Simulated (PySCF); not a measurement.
# CoF4 ([CoF4]-): the cost of one run

Programs: PySCF 2.14.0, with routines of our own; each step states its level. All values are computed. Atoms count from 0.

## 1. The starting structure

5 atoms, charge -1, states of the metal's open shell are computed; geometry from: model geometry, bond lengths from ionic radii.

## 2. Ligand-field states: state-averaged CASSCF in water

The job: settings as JSON, then the geometry in Å.

```
{"job": {"kind": "lf", "basis": {"metal": "x2c-TZVPall", "ligand": "x2c-SVPall"}, "nevpt": true, "solvent": "water"}, "charge": -1, "metal": "Co", "open_shell": "d6"}
Co     0.000000     0.000000     0.000000
F      1.033457     1.033457     1.033457
F     -1.033457    -1.033457     1.033457
F     -1.033457     1.033457    -1.033457
F      1.033457    -1.033457    -1.033457
```

Level: state-averaged CASSCF of the metal d shell, SC-NEVPT2 on the averaged canonical orbitals, state-interaction spin-orbit coupling.

Command:

```
OMP_NUM_THREADS=1 python lf_run.py task.json out
```

One launch serves the whole session: the jobs run in the order shown.

Q: Estimate the wall time and peak memory of this first job on 1 thread of Arm Neoverse V2, shared host.

About 7.1 s, with a peak of 0.26 GiB.
